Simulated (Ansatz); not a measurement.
# F₂H₅NO₂Si₂: relaxing the structure

Aim: relax F₂H₅NO₂Si₂ from a cheap starting geometry.

Method: RKS PBE0-D4/def2-TZVP; program: Ansatz 0.2.0, Gaussian basis.

The runs, in order: relaxation at PBE0-D4/def2-TZVP.

1 further run of the same task is left out (set aside as unsound or not needed).

### 1 The starting structure

SMILES `O[SiH2]N[Si](O)(F)F`, 12 atoms, charge 0, spin multiplicity 1.

Atoms are counted from 1 here; the program's logs count them from 0.

Bond lengths: O1–Si2 1.612 Å, O1–H8 0.955 Å, Si2–N3 1.750 Å, Si2–H9 1.462 Å, Si2–H10 1.459 Å, N3–Si4 1.692 Å, N3–H11 1.004 Å, Si4–O5 1.603 Å, Si4–F6 1.606 Å, Si4–F7 1.600 Å, O5–H12 0.954 Å. Angles: Si2–O1–H8 121.6°, O1–Si2–N3 109.3°, O1–Si2–H9 112.1°, O1–Si2–H10 105.4°, N3–Si2–H9 104.2°, N3–Si2–H10 111.1°, H9–Si2–H10 114.8°, Si2–N3–Si4 126.9°, Si2–N3–H11 116.2°, Si4–N3–H11 115.9°, N3–Si4–O5 109.3°, N3–Si4–F6 109.9°, N3–Si4–F7 115.5°, O5–Si4–F6 111.7°, O5–Si4–F7 110.5°, F6–Si4–F7 99.7°, Si4–O5–H12 120.4°.

Coordinates:

```csv
atom,x (Å),y (Å),z (Å)
O1,1.2382,-0.9929,-1.6586
Si2,1.7704,-0.1228,-0.4108
N3,0.4338,0.2240,0.6637
Si4,-1.2079,0.2814,0.2585
O5,-2.0782,0.4254,1.5965
F6,-1.6110,-1.0314,-0.5744
F7,-1.6184,1.4092,-0.7999
H8,0.4077,-1.4626,-1.6238
H9,2.7134,-0.8715,0.4190
H10,2.3078,1.1014,-0.9938
H11,0.6745,0.5779,1.5719
H12,-3.0304,0.4619,1.5517
```

The start is a GFN2-xTB geometry.

### 2 Relaxation at PBE0-D4/def2-TZVP

The input, in.yaml:

```yaml
crystal:
  periodic: [false, false, false]
  atoms:
    - {symbol: O, position_ang: [1.238180, -0.992870, -1.658640]}
    - {symbol: Si, position_ang: [1.770440, -0.122770, -0.410770]}
    - {symbol: N, position_ang: [0.433840, 0.224000, 0.663750]}
    - {symbol: Si, position_ang: [-1.207910, 0.281410, 0.258480]}
    - {symbol: O, position_ang: [-2.078180, 0.425410, 1.596520]}
    - {symbol: F, position_ang: [-1.610980, -1.031430, -0.574370]}
    - {symbol: F, position_ang: [-1.618410, 1.409170, -0.799930]}
    - {symbol: H, position_ang: [0.407670, -1.462610, -1.623810]}
    - {symbol: H, position_ang: [2.713410, -0.871540, 0.418970]}
    - {symbol: H, position_ang: [2.307770, 1.101440, -0.993780]}
    - {symbol: H, position_ang: [0.674540, 0.577870, 1.571880]}
    - {symbol: H, position_ang: [-3.030390, 0.461920, 1.551710]}
basis:
  gaussian: {orbitals: def2-TZVP}
hamiltonian: {xc: pbe0, dispersion: d4}
relax: {f_tol: 0.005, max_steps: 150}
```

On the command line:

```
$ ansatz run in.yaml --threads 2 --pin off --events-out ev --progress --plain --max-ram 32768MiB --backend cuda --devices 0, --max-vram 18GiB
```

Q: Predict the results of all the runs planned. Wanted: point group; shift from the start; total energy; dispersion term; dipole moment.

As calculated:

```
                  quantity           value
               point group              C1
                     steps              12
shift from the start (rms)         0.121 Å
              total energy  -26850.7810 eV
           dispersion term        -268 meV
             dipole moment          2.47 D
```

What this shows: The relaxed geometry lies 0.12 Å (rms) from the start; the bond that changed most is Si2–H9, from 1.462 to 1.487 Å. No vibrations were run, so it is not proven to be a minimum. The largest Mulliken charge, +0.84 e, sits on Si4.
